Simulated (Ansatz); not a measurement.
# C2H7NSi (SMILES C=NC[SiH3]): B3LYP/cc-pVDZ

What is the electronic atomisation energy of C2H7NSi at B3LYP/cc-pVDZ? 

The results are computed with Ansatz 0.2.0.

52 further runs of the same task are left out: 52 set aside as unsound or not needed.

## Step 1: The molecule

C2H7NSi has 11 atoms, charge 0, and is taken as a singlet. As SMILES, `C=NC[SiH3]`. Geometry: relaxed at PBE0-D4/def2-TZVP. This is one conformer, not always the lowest.

Bond lengths: C1–N2 1.259 Å, N2–C3 1.436 Å, C3–Si4 1.892 Å, C1–H5 1.089 Å, C1–H6 1.099 Å, C3–H7 1.095 Å, C3–H8 1.102 Å, Si4–H9 1.487 Å, Si4–H10 1.484 Å, Si4–H11 1.488 Å. Some angles: C1–N2–C3 118.6°, N2–C3–Si4 109.5°, N2–C1–H5 119.2°, N2–C1–H6 123.3°, N2–C3–H7 109.0°, N2–C3–H8 113.6°, Si4–C3–H7 106.9°, Si4–C3–H8 109.5°, C3–Si4–H9 109.5°, C3–Si4–H10 110.5°.

## Step 2: A single-point energy at B3LYP/cc-pVDZ

File run.yaml:

```yaml
crystal:
  periodic: [false, false, false]
  atoms:
    - {symbol: C, position_ang: [-0.639400, 1.869300, 0.363900]}
    - {symbol: "N", position_ang: [-0.998600, 0.713100, 0.018000]}
    - {symbol: C, position_ang: [-0.299000, -0.417000, 0.562600]}
    - {symbol: Si, position_ang: [0.706300, -1.257400, -0.802700]}
    - {symbol: H, position_ang: [-1.145900, 2.733500, -0.063200]}
    - {symbol: H, position_ang: [0.166900, 2.059000, 1.086600]}
    - {symbol: H, position_ang: [-1.029900, -1.151400, 0.917900]}
    - {symbol: H, position_ang: [0.365200, -0.161700, 1.404500]}
    - {symbol: H, position_ang: [1.729600, -0.311300, -1.319900]}
    - {symbol: H, position_ang: [-0.179800, -1.683000, -1.914500]}
    - {symbol: H, position_ang: [1.389900, -2.450100, -0.232400]}
basis:
  gaussian:
    orbitals: cc-pVDZ
accuracy: high
hamiltonian:
  xc: {name: B3LYP}
output:
  orbitals: {seedname: orbitals}
```

The run is started by

```console
$ ansatz run run.yaml --threads 1 --pin off --max-ram 2610MiB --events-out events.jsonl --progress --plain --runs-dir runs
```

The program printed:

```text
Warning: RAYON_NUM_THREADS=1 ignored (pool sized by the plan → 1); use --threads N
Functional definition: B3LYP
  name "B3LYP"
  parameter a0 = 0.2
  parameter ax = 0.72
  parameter ac = 0.81
  exchange = (1 - a0 - ax)*slater_x + ax*b88_x + a0*exact_x
  correlation = (1 - ac)*vwn_rpa_c + ac*lyp_c
2314 factors; integrals over basis functions are off by at most 3.8e-9 eV
mean field evaluation 1: about -11550.1686 eV, gradient 4.4e1 eV
mean field evaluation 2: about -11545.7175 eV, gradient 6.1e1 eV
mean field evaluation 4: about -11555.1640 eV, gradient 3.5e0 eV
mean field evaluation 8: about -11555.3781 eV, gradient 2.1e-1 eV
mean field evaluation 16: about -11555.3782 eV, gradient 2.4e-5 eV
mean field -11555.37817256 eV, -424.6523153251 hartree, gradient 8.3e-8 eV, S^2 0.000000; 0 other end points of the search recorded, 0 dependent functions left out
reference -11555.37821760 eV, -424.6523169800 hartree; 20, 20 occupied and 75, 75 virtual orbitals, 2314 factors
Total energy: -11555.37821760 eV, -424.6523169800 hartree
```

Wall time 11 s (1 thread of Arm Neoverse V1, shared host); peak memory 0.33 GiB.

## Step 3: The C atom, same level

File molecule.yaml:

```yaml
crystal:
  periodic: [false, false, false]
  atoms:
    - {symbol: C, position_ang: [0.000000, 0.000000, 0.000000]}
basis:
  gaussian: {orbitals: cc-pVDZ}
magnetization: {spin_polarized: true, initial_magnetization: 2}
hamiltonian: {xc: {name: B3LYP}}
accuracy: high
```

The run is started by

```console
$ ansatz run molecule.yaml --threads 1 --pin off --max-ram 2610MiB --events-out events.jsonl --progress --plain --runs-dir runs
```

The program printed, cut to the lines that bear on the results:

```text
Warning: RAYON_NUM_THREADS=1 ignored (pool sized by the plan → 1); use --threads N
[... 7 set-up lines as earlier in the session ...]
96 factors; integrals over basis functions are off by at most 1.3e-9 eV
mean field evaluation 1: about -1029.9161 eV, gradient 3.7e0 eV
mean field evaluation 2: about -1029.9936 eV, gradient 1.2e0 eV
mean field evaluation 4: about -1030.0043 eV, gradient 2.3e-1 eV
mean field evaluation 8: about -1030.0047 eV, gradient 1.6e-5 eV
mean field -1030.00468859 eV, -37.8519741435 hartree, gradient 2.0e-9 eV, S^2 2.002453; 0 other end points of the search recorded, 0 dependent functions left out
reference -1030.00470938 eV, -37.8519749074 hartree; 4, 2 occupied and 10, 12 virtual orbitals, 96 factors
Total energy: -1030.00470938 eV, -37.8519749074 hartree
```

Wall time 0.32 s (1 thread of Arm Neoverse V1, shared host).

## Step 4: The H atom at the same level

File molecule.yaml:

```yaml
crystal:
  periodic: [false, false, false]
  atoms:
    - {symbol: H, position_ang: [0.000000, 0.000000, 0.000000]}
basis:
  gaussian:
    orbitals: cc-pVDZ
magnetization:
  spin_polarized: true
  initial_magnetization: 1
hamiltonian:
  xc: {name: B3LYP}
accuracy: high
```

Run the same way, it converges to -0.50126 Eh (log not shown).

## Step 5: The N atom

File job.yaml:

```yaml
crystal:
  periodic: [false, false, false]
  atoms:
    - {symbol: "N", position_ang: [0.000000, 0.000000, 0.000000]}
basis:
  gaussian:
    orbitals: cc-pVDZ
magnetization:
  spin_polarized: true
  initial_magnetization: 3
hamiltonian:
  xc: {name: B3LYP}
accuracy: high
```

Run the same way, it converges to -54.58914 Eh (log not shown).

## Step 6: The Si atom, same level

File input.yaml:

```yaml
basis:
  gaussian: {orbitals: cc-pVDZ}
crystal:
  periodic: [false, false, false]
  atoms:
    - symbol: Si
      position_ang: [0.000000, 0.000000, 0.000000]
magnetization: {spin_polarized: true, initial_magnetization: 2}
hamiltonian: {xc: {name: B3LYP}}
accuracy: high
```

Run the same way, it converges to -289.38865 Eh (log not shown).

## Step 7: Results

Level: B3LYP/cc-pVDZ.

```
                     quantity          value
       molecule: total energy  -424.65232 Eh
        molecule: HOMO energy       -7.02 eV
        molecule: LUMO energy       -0.39 eV
      molecule: HOMO–LUMO gap        6.63 eV
         C atom: total energy   -37.85197 Eh
                 C atom: ⟨S²⟩          2.002
         H atom: total energy    -0.50126 Eh
                 H atom: ⟨S²⟩          0.750
         N atom: total energy   -54.58914 Eh
                 N atom: ⟨S²⟩          3.752
        Si atom: total energy  -289.38865 Eh
                Si atom: ⟨S²⟩          2.003
electronic atomisation energy      39.777 eV
```

In words: Taking the molecule apart into free atoms costs 39.78 eV (917 kcal/mol), before zero-point energy and without spin-orbit coupling.
